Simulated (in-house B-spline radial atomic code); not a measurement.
# V¹⁴⁺: numerical settings, good and bad

Which of these inputs for V¹⁴⁺ still give the converged answer?

Method: scalar-relativistic (spin-free one-electron X2C) PBEsol, spin-polarised, spherical fractional occupations, Fermi nucleus, basis-set limit. Code: in-house B-spline radial atomic code version 1.

### Step 1. What is computed

* element: vanadium (Z = 23)
* charge: +14
* electrons: 9
* configuration: [He] 2s2 2p5
* Hamiltonian: scalar-relativistic (X2C)
* nucleus: Fermi, rms radius 3.600 fm

The outer shells:

[He] 2s2 2p5
```
[He] core
2s [↑↓]
2p [↑↓][↑↓][↑ ]
```

Where spins are not typed, each open shell is filled with up spins first.

A run counts as converged when the orbital gradient is under the tolerance times 23 hartree (or under the basis's noise floor) and the energy moved by less than 1e-8 hartree times the root of its size. Energy differences under 3e-06 hartree are noise.

The run's settings:

```ini
Z = 23
electrons = 9.0
configuration = [He] 2s2 2p5
hamiltonian = x2c
method = pbesol
spin_polarised = True
nucleus = fermi
rms_radius = 3.6002
mass_number = 51
atomic_mass = 50.943957664
speed_of_light = 137.035999084
knot_spacing = 0.22
spline_order = 8
gauss_points = 12
box_radius = 4.08
max_iterations = 70
damping = 0.5
damped_steps = 3
diis_vectors = 10
tolerance = 1e-08
start = Thomas-Fermi
```

The reference is known from an earlier run: -843.298273 hartree in all. Up to eight levels, counted from the top:

```tsv
orbital	occupation	energy (eV)	<r> (bohr)
1s up	1	-5844.12	0.06613
1s down	1	-5840.44	0.06609
2s up	1	-1034.26	0.2982
2s down	1	-1028.26	0.2988
2p up	3	-944.67	0.2620
2p down	2	-937.53	0.2629
```

### Step 2. Spline order 5; Gauss points an interval 5; cap on iterations 100; number of damped steps 0

The run's settings:

```ini
Z = 23
electrons = 9.0
configuration = [He] 2s2 2p5
hamiltonian = x2c
method = pbesol
spin_polarised = True
nucleus = fermi
rms_radius = 3.6002
mass_number = 51
atomic_mass = 50.943957664
speed_of_light = 137.035999084
knot_spacing = 0.22
spline_order = 5
gauss_points = 5
box_radius = 4.08
max_iterations = 100
damping = 0.5
damped_steps = 0
diis_vectors = 10
tolerance = 1e-08
start = Thomas-Fermi
```

Run with:

```
> python run_scf.py task.json out
```

task.json lists these runs, among others, and the program works through them in turn.

### Step 3. First knot 0.13; cap on iterations 50; number of damped steps 30; number of DIIS vectors 1

The settings differ from step 2 so:

```diff
@@ -12,9 +12,10 @@
 knot_spacing = 0.22
-spline_order = 5
-gauss_points = 5
+spline_order = 8
+gauss_points = 12
 box_radius = 4.08
-max_iterations = 100
+first_knot = 0.13
+max_iterations = 50
 damping = 0.5
-damped_steps = 0
-diis_vectors = 10
+damped_steps = 30
+diis_vectors = 1
 tolerance = 1e-08
```

### Step 4. Knot spacing (logarithmic) 0.1; box radius 0.41; cap on iterations 8; number of DIIS vectors 1

The settings differ from step 3 so:

```diff
@@ -11,10 +11,9 @@
 speed_of_light = 137.035999084
-knot_spacing = 0.22
+knot_spacing = 0.1
 spline_order = 8
 gauss_points = 12
-box_radius = 4.08
-first_knot = 0.13
-max_iterations = 50
+box_radius = 0.41
+max_iterations = 8
 damping = 0.5
-damped_steps = 30
+damped_steps = 3
 diis_vectors = 1
```

### Step 5. Box radius 2.04; cap on iterations 60; damping (share of the old matrix) 0.95; starting potential bare nucleus

The run's settings:

```ini
Z = 23
electrons = 9.0
configuration = [He] 2s2 2p5
hamiltonian = x2c
method = pbesol
spin_polarised = True
nucleus = fermi
rms_radius = 3.6002
mass_number = 51
atomic_mass = 50.943957664
speed_of_light = 137.035999084
knot_spacing = 0.22
spline_order = 8
gauss_points = 12
box_radius = 2.04
max_iterations = 60
damping = 0.95
damped_steps = 3
diis_vectors = 10
tolerance = 1e-08
start = bare nucleus
```

### Step 6. Spline order 5; box radius 16.32; cap on iterations 50

The settings differ from step 5 so:

```diff
@@ -12,7 +12,7 @@
 knot_spacing = 0.22
-spline_order = 8
+spline_order = 5
 gauss_points = 12
-box_radius = 2.04
-max_iterations = 60
-damping = 0.95
+box_radius = 16.32
+max_iterations = 50
+damping = 0.5
 damped_steps = 3
@@ -20,2 +20,2 @@
 tolerance = 1e-08
-start = bare nucleus
+start = Thomas-Fermi
```

Which of these runs converge to the reference energy, which miss it and by about how much, and which fail?

As calculated:

| run | outcome | iterations | energy less the reference (hartree) |
| --- | --- | --- | --- |
| reference | converged | 8 | 0 |
| spline order 5; Gauss points an interval 5; cap on iterations 100; number of damped steps 0 | converged | 6 | +6.71e-06 |
| first knot 0.13; cap on iterations 50; number of damped steps 30; number of DIIS vectors 1 | converged | 19 | +0.606 |
| knot spacing (logarithmic) 0.1; box radius 0.41; cap on iterations 8; number of DIIS vectors 1 | converged | 8 | +70.2 |
| box radius 2.04; cap on iterations 60; damping (share of the old matrix) 0.95; starting potential bare nucleus | converged | 8 | below noise |
| spline order 5; box radius 16.32; cap on iterations 50 | converged | 8 | +6.75e-06 |

Of 5 changed inputs, 3 gave the reference energy within 1e-05 hartree and 2 converged to another value. The worst converged miss is +70.2 hartree (knot spacing (logarithmic) 0.1; box radius 0.41; cap on iterations 8; number of DIIS vectors 1): that the iterations converge says nothing of the basis, the quadrature or the box.
